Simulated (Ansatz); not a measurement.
C2H4AlF, SMILES FC=[CH][AlH2], harmonic frequencies at the relaxed geometry

Computed with Ansatz 0.2.0, Python API.

`c2h4alf_freq.py`:
```python
"""Harmonic frequencies of C2H4AlF at its relaxed geometry."""

import warnings

import ansatz
import numpy as np

warnings.simplefilter("ignore", ansatz.DeckWarning)

geometry_ang = [
    ("F", (-0.457, 2.5416, 0.2343)),
    ("C", (-0.1622, 1.3594, -0.2536)),
    ("C", (-0.2563, 0.2964, 0.5296)),
    ("Al", (0.3444, -1.4934, -0.1059)),
    ("H", (0.172, 1.2616, -1.3009)),
    ("H", (-0.5538, 0.4184, 1.5703)),
    ("H", (0.7876, -1.7002, -1.6051)),
    ("H", (0.2175, -2.7409, 0.8755)),
]
mol = ansatz.Crystal.molecule()
for symbol, xyz in geometry_ang:
    mol = mol.atom(symbol, xyz)

calc = (
    mol.calculation()
    .basis(gaussian="def2-SVP")
    .functional("b3lyp")
)
symbols = [site.symbol for site in mol.cartesian_sites]
start = np.array([site.position_ang for site in mol.cartesian_sites], dtype=float)
rep = calc.relax(force_tolerance=0.003).run(threads=1).report
end = np.array(rep["positions_ang"])

print("final positions (A) and the move of each atom")
for symbol, xyz, old in zip(symbols, end, start):
    print(f"{symbol:2s} {xyz[0]:10.5f} {xyz[1]:10.5f} {xyz[2]:10.5f}   {np.linalg.norm(xyz - old):7.4f}")

# same settings at the minimum
minimum = ansatz.Crystal.molecule()
for symbol, place in zip(symbols, end):
    minimum = minimum.atom(symbol, place.tolist())
vibrating = (
    minimum.calculation()
    .basis(gaussian="def2-SVP")
    .functional("b3lyp")
    .phonons(temperatures=(200, 600, 100))
)
vib = vibrating.run(threads=1).report["vibrations"]
sums = vib["harmonic_sums"]
modes = [m["omega_inv_cm"] for m in sums["modes_at_gamma"] if m["rigid_motion"] == "no"]
print("frequencies (1/cm):", " ".join(f"{w:.0f}" for w in modes))
print("imaginary modes:", sum(w < 0 for w in modes), " zero-point energy:", round(sums["zero_point_energy_ev"], 4), "eV")
print("T (K)   F_vib (eV)   S_vib (meV/K)   C_vib (meV/K)")
for row in zip(sums["temperatures_k"], sums["vibrational_free_energy_ev"], vib["entropy_ev_per_k"], vib["heat_capacity_ev_per_k"]):
    print(f"{row[0]:6.1f} {row[1]:11.4f} {1000 * row[2]:13.4f} {1000 * row[3]:15.4f}")
```

Output of `python c2h4alf_freq.py`:
```text
final positions (A) and the move of each atom
F    -0.48067    2.55110    0.15186    0.0863
C    -0.14634    1.31640   -0.24050    0.0477
C    -0.20486    0.24293    0.55761    0.0793
Al    0.29759   -1.51277   -0.08866    0.0535
H     0.17514    1.31717   -1.28973    0.0568
H    -0.55257    0.43872    1.58117    0.0231
H     0.78100   -1.63745   -1.59512    0.0639
H     0.22292   -2.77321    0.86758    0.0337
frequencies (1/cm): 154 161 237 422 514 613 759 799 849 989 1119 1191 1354 1659 1929 1943 3138 3164
imaginary modes: 0  zero-point energy: 1.3014 eV
T (K)   F_vib (eV)   S_vib (meV/K)   C_vib (meV/K)
 200.0      1.2829        0.2497          0.3511
 300.0      1.2490        0.4270          0.5334
 400.0      1.1975        0.6029          0.6921
 500.0      1.1287        0.7718          0.8228
 600.0      1.0435        0.9316          0.9290
```

Notes:
- The frequencies are harmonic and unscaled, in a modest basis.
- b3lyp holds the VWN-RPA fit, as in Gaussian; the form of ORCA and Turbomole is b3lyp5.
- Timing: 2 min on 1 thread of Arm Neoverse V1, on a shared host, peak memory 0.23 GiB.
